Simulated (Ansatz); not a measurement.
# NbW (Cmmm) in Ansatz: equation of state

Aim: energy against volume of NbW in PBE, for its equilibrium volume and stiffness.

Everything below comes from runs of Ansatz 0.2.0. Logs are shortened: lines on timing, memory, paths and dates and some standing lists are left out, and cuts for length are marked.

## Step 1: Starting point

Symmetry: Cmmm, No. 65, orthorhombic system. The conventional cell has a = 3.235 Å, b = 4.547 Å, c = 4.598 Å, α = 90.00°, β = 90.00°, γ = 90.00°. W (site symmetry mmm) is surrounded by 4 W at 2.79 Å and 4 Nb at 2.81 Å. Nb (site symmetry mmm) has 4 Nb at 2.79 Å and 4 W at 2.81 Å as nearest neighbours.

The cell comes from a database or a generator and needn't be the stable form of this composition.

## Step 2: Equation of state, PBE

Potentials or basis: all-electron LAPW, scalar-relativistic.

This step only gathers the single runs of the series.

Results:

```
Equilibrium volume                        : 16.95 Å³/atom
Bulk modulus at fixed shape and positions : 232 GPa
Pressure derivative of the bulk modulus   : 4.1
```

Energy against volume, from the lowest point:
```tsv
volume (Å³/atom)	energy (meV/atom)
15.896	53.02
16.234	23.57
16.572	6.29
16.911	0.00
17.249	3.63
17.587	16.21
17.925	36.89
```

Caveat: the cell was scaled at fixed shape and fractional positions, which overstates the stiffness of a crystal with free parameters, most of all of layers and chains.
